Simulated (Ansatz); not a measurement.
**Ta2O5 (P1): relaxation of cell and ions from a Python script**

What cell does Ta2O5 (P1) relax to? A script is to give a relaxation of cell and ions; the system is Ta2O5 (P1).

All numbers are computed with Ansatz 0.2.0, driven from Python. Level of theory: DFT PBEsol, plane waves, PAW.

## Step 1: The structure

It takes space group P1 (No. 1, triclinic). Conventional cell: a = 3.401 Å, b = 3.860 Å, c = 8.212 Å, α = 90.75°, β = 94.89°, γ = 90.12°. Ta (site symmetry 1) is surrounded by 5 O at 1.85 to 2.09 Å. Around Ta (site symmetry 1) lie 5 O at 1.90 to 1.94 Å. O (site symmetry 1) is surrounded by 2 Ta at 1.96 to 1.97 Å. O (site symmetry 1) is surrounded by 2 Ta at 1.92 to 1.94 Å. Around O (site symmetry 1) lie 2 Ta at 1.85 to 2.09 Å. O (site symmetry 1) has 2 Ta at 1.90 to 1.94 Å as nearest neighbours. O (site symmetry 1) has 2 Ta at 1.93 to 1.94 Å as nearest neighbours.

The script reads POSCAR:

```text
Ta2O5
1.0
   3.40078068    0.00000000    0.00000000
  -0.00806095    3.86024874    0.00000000
  -0.69986256   -0.10829022    8.18171182
Ta O
2 5
Direct
   0.90726200    0.00856200    0.98015100
   0.51128700    0.99623100    0.53826100
   0.99212200    0.50661400    0.95813200
   0.49367700    0.49348200    0.54791000
   0.47247400    0.00858000    0.10143100
   0.98288900    0.98618700    0.43012100
   0.58028900    0.00034400    0.77399400
```

## Step 2: The script

Input file ta2o5_vcrelax.py:

```python
# -*- coding: utf-8 -*-
"""Cell relaxation of Ta2O5."""

import warnings

import ansatz as az
from ase import Atoms
from ase.data import atomic_numbers
from ase.io import read
from ase.neighborlist import neighbor_list
import matplotlib.pyplot as plt
import numpy as np
import spglib

def edges_and_angles(cell):
    cell = np.asarray(cell)
    a, b, c = np.linalg.norm(cell, axis=1)
    cosines = cell[1] @ cell[2] / (b * c), cell[0] @ cell[2] / (a * c), cell[0] @ cell[1] / (a * b)
    return (a, b, c, *np.degrees(np.arccos(cosines)))

warnings.simplefilter("ignore", az.DeckWarning)

atoms = read("POSCAR", format="vasp")
structure = az.Crystal.from_ase(atoms)

# every cell quantity that the symmetry leaves free
calc = (
    structure.calculation()
    .functional(az.Functional.PBESOL)
    .basis(470)
    .kpoints(mesh=(6, 6, 4))
    .occupations(az.OccupationsMethod.FIXED)
    .relax(force_tolerance=0.05, cell=True)
)
steps = []


def collect(event):
    if event["event"] == "relax_step":
        steps.append(event["data"])


done = calc.session().plan().execute(on_event=collect)
report = done.report
print("step   energy (eV)     max comp. (eV/A)   P (GPa)  SCF")
for s in steps:
    print(f"{s['step']:4d} {s['lagrangian_ev']:15.5f} {s['allowed_force_max_ev_ang']:12.4f} {s['pressure_gpa']:10.3f} {s['n_scf']:5d}")

first, last = steps[0], steps[-1]
symbols = [site.symbol for site in done.lattice.sites]
print(f"energy gained {first['lagrangian_ev'] - last['lagrangian_ev']:.4f} eV in {len(steps) - 1} steps")
for label, vectors in (("before", first["cell_ang"]), ("after", done.lattice.cell_ang)):
    print(label, "a b c (A) {:.4f} {:.4f} {:.4f}  angles {:.2f} {:.2f} {:.2f}".format(*edges_and_angles(vectors)), f" V = {abs(np.linalg.det(vectors)):.3f} A^3")
print("final stress xx yy zz (GPa, compression positive):", np.round(np.diag(report["stress_gpa"]), 3) + 0.0)

fractions = [site.position_frac for site in done.lattice.sites]
numbers = [atomic_numbers[s] for s in symbols]
for tolerance in (1e-3, 1e-2, 1e-1):
    print(f"space group at {tolerance} A:", spglib.get_spacegroup((done.lattice.cell_ang, fractions, numbers), symprec=tolerance))

print("atom   start x y z (A)              end x y z (A)")
for symbol, a, b in zip(symbols, first["positions_ang"], last["positions_ang"]):
    print(f"{symbol:3s}", " ".join(f"{v:8.4f}" for v in a), "  ", " ".join(f"{v:8.4f}" for v in b))

final = Atoms(symbols, positions=last["positions_ang"], cell=done.lattice.cell_ang, pbc=True)
i, j, d = neighbor_list("ijd", final, 4.5)
print("neighbours within 1.1 times the shortest distance of each atom (A)")
for atom in range(len(final)):
    near = [m for m in np.argsort(d) if i[m] == atom]
    shell = [m for m in near if d[m] < 1.1 * d[near[0]]]
    print(f"{symbols[atom]}{atom} ({len(shell)}):", ", ".join(f"{symbols[j[m]]} {d[m]:.3f}" for m in shell))

fig, (top, bottom) = plt.subplots(2, 1, sharex=True, figsize=(4.5, 4))
top.plot([s["lagrangian_ev"] - last["lagrangian_ev"] for s in steps], "o-")
top.set_ylabel("E - E(final) (eV)")
bottom.semilogy([max(s["allowed_force_max_ev_ang"], 1e-6) for s in steps], "s-")
bottom.set(xlabel="step", ylabel="largest force (eV/A)")
fig.tight_layout()
fig.savefig("relax.png", dpi=100)

n_atoms = len(report["lattice"]["sites"])
print("F =", round(report["free_energy_ev"], 4), "eV for", n_atoms, "atoms")
print("E(sigma -> 0) =", round(report["energy_sigma0_ev"], 4), "eV, TS =", round(report["entropy_ts_ev"], 5), "eV")
print("closed by", report["closed_by"], "after", report["n_iterations"], "iterations")

used = report["setup"]
print("cutoffs (eV):", used["ecut_ev"], used["ecutrho_ev"], " FFT grid:", used["fft_dense"])
print("cell volume {:.3f} A^3, {} symmetry operations".format(used["cell_volume_ang3"], used["n_sym_ops"]))
```

## Step 3: What the engine is handed

The engine receives this input:

```yaml
crystal:
  lattice:
    - [3.40078068, 0.0, 0.0]
    - [-0.00806095, 3.86024874, 0.0]
    - [-0.69986256, -0.10829022, 8.18171182]
  atoms:
    - { symbol: Ta, position: [0.907262, 0.008561999999999995, 0.9801509999999999] }
    - { symbol: Ta, position: [0.5112870000000002, 0.996231, 0.538261] }
    - { symbol: O, position: [0.992122, 0.506614, 0.958132] }
    - { symbol: O, position: [0.493677, 0.493482, 0.54791] }
    - { symbol: O, position: [0.472474, 0.00858, 0.101431] }
    - { symbol: O, position: [0.982889, 0.9861870000000001, 0.430121] }
    - { symbol: O, position: [0.580289, 0.00034400000000000115, 0.773994] }
basis:
  ecutwfc: 470.0
kpoints:
  mp_grid:
    grid: [6, 6, 4]
hamiltonian:
  xc: pbesol
scf:
  occupations:
    method: fixed
relax:
  f_tol: 0.05
  cell: {}
```

## Step 4: Running it

Run with:

```bash
> python ta2o5_vcrelax.py
```

Without the output at hand: what should come out? Wanted: free energy; moves of the relaxation; energy gained; last largest force component; relaxed conventional cell; space group at the end.

**Answer**, as computed:

```
                                         quantity                                                                       value
                                      free energy                                         -22424.5930 eV (-3203.5133 eV/atom)
                          moves of the relaxation                                                                          16
energy gained (ahead of the last change of basis)                                                              167.3 meV/atom
                     last largest force component                                                                 0.0039 eV/Å
                        relaxed conventional cell  a = 12.990 Å, b = 3.838 Å, c = 3.870 Å, α = 90.00°, β = 90.27°, γ = 90.00°
                           space group at the end                                                                        C2/m
```

**Reading.** The volume shrank by 10.2 % over 16 moves, and within 0.02 Å the space group became C2/m. Apart from the cell, atoms moved by up to 0.98 Å: the start was far from this minimum, and neighbours may have changed. What to keep in mind:
- Spin is left out of this run.
- Energies along a relaxation are free energies. Rows at an unchanged volume are solved on a plane-wave basis chosen afresh for that cell, so the energy jumps there and such rows are no steps of the walk.
- The cell relaxed to the group C2/m; tensors and edges are in the axes of the typed cell.
- Spin-orbit coupling, which matters for elements this heavy, is left out.
- This cell is a computed structure, which may not be the phase found in nature.
